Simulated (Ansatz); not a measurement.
**GaH₃ (triplet): CAM-B3LYP, wB97M-V over a scan of the distance Ga1–H3, cc-pVDZ**

Aim: run GaH₃ (triplet) with these functionals over a scan of the distance Ga1–H3, and hold them against the top wave-function level at the same points.

The runs use Ansatz 0.2.0, Gaussian basis; cc-pVDZ, all electrons in the functionals.

To be run: CAM-B3LYP, wB97M-V, at 1.530 Å; 1.792 Å; 1.956 Å; 2.142 Å; 2.442 Å; 2.688 Å; 3.127 Å; 3.528 Å; 4.367 Å; 5.164 Å; 6.552 Å.

21 further runs of the same task are left out: 16 that didn't finish, 5 set aside as unsound or not needed.

**1. The system**

The geometry derives from a PBE0/def2-TZVP stationary point (not a proven minimum). One bond is set to the value named and the two fragments are kept rigid. No spin-orbit coupling is included. The filled d shell of Ga may be among the frozen orbitals whatever the setting's name suggests; the logs give the count.

4 atoms, charge 0, spin multiplicity 3.

Atoms are counted from 1 here; the program's logs count them from 0.

Bond lengths: Ga1–H2 1.585 Å, Ga1–H3 1.955 Å, Ga1–H4 1.955 Å, H3–H4 0.811 Å. Angles: H2–Ga1–H3 100.5°, H2–Ga1–H4 100.5°, H3–Ga1–H4 23.9°, Ga1–H3–H4 78.0°, Ga1–H4–H3 78.0°.

No dispersion term is added; wB97M-V holds VV10 nonlocal correlation.

The geometry shown and the zero of energy belong to the point 1.956 Å. The yardstick, FCI, and other wave-function levels (R restricted, U unrestricted, valence and pair active spaces) come from earlier runs.

**2. CAM-B3LYP, 1.530 Å**

Contents of in.yaml:

```yaml
crystal:
  periodic: [false, false, false]
  atoms:
    - {symbol: Ga, position_ang: [0.001222, 0.026979, -0.039976]}
    - {symbol: H, position_ang: [0.001222, -1.478346, -0.535754]}
    - {symbol: H, position_ang: [0.318426, -0.166969, 1.444162]}
    - {symbol: H, position_ang: [-0.404196, -0.220905, 1.856900]}
basis:
  gaussian: {orbitals: cc-pVDZ}
magnetization: {spin_polarized: true, initial_magnetization: 2}
hamiltonian: {xc: {name: CAM-B3LYP}}
```

Run with:

```
ansatz run in.yaml --threads 1 --pin off --events-out ev --progress --plain --max-ram 2393MiB
```

Further steps of the session: CAM-B3LYP, 1.792 Å; CAM-B3LYP, 1.956 Å; CAM-B3LYP, 2.142 Å; CAM-B3LYP, 2.442 Å; CAM-B3LYP, 2.688 Å; CAM-B3LYP, 3.127 Å; CAM-B3LYP, 3.528 Å; CAM-B3LYP, 4.367 Å; CAM-B3LYP, 5.164 Å; CAM-B3LYP, 6.552 Å; wB97M-V, 1.530 Å; wB97M-V, 1.792 Å; wB97M-V, 1.956 Å; wB97M-V, 2.142 Å; wB97M-V, 2.442 Å; wB97M-V, 2.688 Å; wB97M-V, 3.127 Å; wB97M-V, 3.528 Å; wB97M-V, 4.367 Å; wB97M-V, 5.164 Å; wB97M-V, 6.552 Å.

Before running them: what should the planned runs give, taken together? Wanted: span of the FCI curve; largest miss, CAM-B3LYP; largest miss, wB97M-V.

The runs gave:

```
               quantity                   value
  span of the FCI curve            147.2 kJ/mol
largest miss, CAM-B3LYP  -12.2 kJ/mol (3.127 Å)
  largest miss, wB97M-V   -8.0 kJ/mol (1.530 Å)
```

Of the functionals, wB97M-V keep the smallest largest miss at the points compared (at most 8.0 kJ/mol) and CAM-B3LYP strays most (12.2 kJ/mol, at 3.127 Å). Functionals and the yardstick converge differently with the basis, so part of each miss in cc-pVDZ is the basis.
